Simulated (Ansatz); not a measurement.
# SnH4Se: a ladder of functionals and wavefunction methods

The task here is to estimate one member of a computed series from the others.

Computed with Ansatz 0.2.0, Gaussian basis. Level: functionals in def2-TZVPP, the program's frozen cores in correlated methods.

Plan: LDA (SPW92), PBE-D4, revPBE-D4, BLYP-D4, r2SCAN-D4, B97M-V, PBE0-D4, B3LYP-D4, r2SCANh-D4, r2SCAN0-D4, HSE06-D4, BHLYP-D4, CAM-B3LYP-D4, LC-ωPBE, ωB97X-V, ωB97M-V, B2PLYP, PBE-QIDH; CCSD(T)/def2-SVP; CCSD(T)/def2-TZVPP; MP2/def2-QZVPP; extrapolation to the limit; RPA on PBE.

### The geometry

All runs share one geometry, relaxed beforehand with PBE0-D4 in a triple-zeta def2 set. Sn takes the def2 core potential; no spin-orbit term is included.

SMILES `[SeH][SnH3]`, 6 atoms, charge 0, spin multiplicity 1.

Atoms are counted from 1 here; the program's logs count them from 0.

Bond lengths: Se1–Sn2 2.533 Å, Se1–H3 1.469 Å, Sn2–H4 1.702 Å, Sn2–H5 1.705 Å, Sn2–H6 1.705 Å. Angles: Sn2–Se1–H3 92.3°, Se1–Sn2–H4 104.9°, Se1–Sn2–H5 109.7°, Se1–Sn2–H6 109.7°, H4–Sn2–H5 111.1°, H4–Sn2–H6 111.1°, H5–Sn2–H6 110.1°.

The first run:

The input, in.yaml:

```yaml
crystal:
  periodic: [false, false, false]
  atoms:
    - {symbol: Se, position_ang: [1.631421, 1.070752, 0.151236]}
    - {symbol: Sn, position_ang: [-0.286482, -0.567648, -0.080727]}
    - {symbol: H, position_ang: [0.716654, 2.213164, 0.276707]}
    - {symbol: H, position_ang: [0.455808, -2.088519, -0.261198]}
    - {symbol: H, position_ang: [-1.218284, -0.171725, -1.452793]}
    - {symbol: H, position_ang: [-1.256917, -0.520025, 1.320577]}
basis:
  gaussian: {orbitals: def2-TZVPP}
hamiltonian: {xc: lda}
output: {orbitals: {seedname: orbitals}}
```

Steps of the session up to this table: LDA; PBE-D4 (GGA); revPBE-D4 (GGA); BLYP-D4 (GGA); r2SCAN-D4 (meta-GGA); B97M-V (meta-GGA); PBE0-D4 (hybrid); B3LYP-D4 (hybrid); r2SCANh-D4 (hybrid); r2SCAN0-D4 (hybrid); HSE06-D4 (hybrid); BHLYP-D4 (hybrid); CAM-B3LYP-D4 (range-separated); LC-ωPBE-D4 (range-separated; the results give it without D4); ωB97X-V (range-separated); ωB97M-V (range-separated); B2PLYP (double hybrid); PBE-QIDH (double hybrid).

One table of the session follows, with a row left open; its other results are not shown here.

It belongs to the step «Orbital energies across the functionals». 

| functional | HOMO (eV) | gap (eV) |
| --- | --- | --- |
| LDA (SPW92) | -5.90 | 4.06 |
| PBE-D4 | -5.79 | 4.19 |
| revPBE-D4 | -5.75 | 4.23 |
| BLYP-D4 | -5.63 | 4.07 |
| r2SCAN-D4 | -6.06 | 4.74 |
| B97M-V | -6.16 | 4.82 |
| PBE0-D4 | -6.93 | 6.14 |
| B3LYP-D4 | -6.69 | 5.63 |
| r2SCANh-D4 | -6.48 | 5.44 |
| r2SCAN0-D4 | -7.10 | 6.49 |
| HSE06-D4 | ? | ? |
| BHLYP-D4 | -7.92 | 7.90 |
| CAM-B3LYP-D4 | -8.20 | 8.28 |
| LC-ωPBE | -9.56 | 10.77 |
| ωB97X-V | -9.22 | 10.31 |
| ωB97M-V | -9.08 | 9.90 |

**Question.** Estimate the row for HSE06-D4.

**Answer.** HOMO (eV): -6.54; gap (eV): 5.38. In the column «HOMO (eV)» it lies between B3LYP-D4 (-6.69) and r2SCANh-D4 (-6.48).
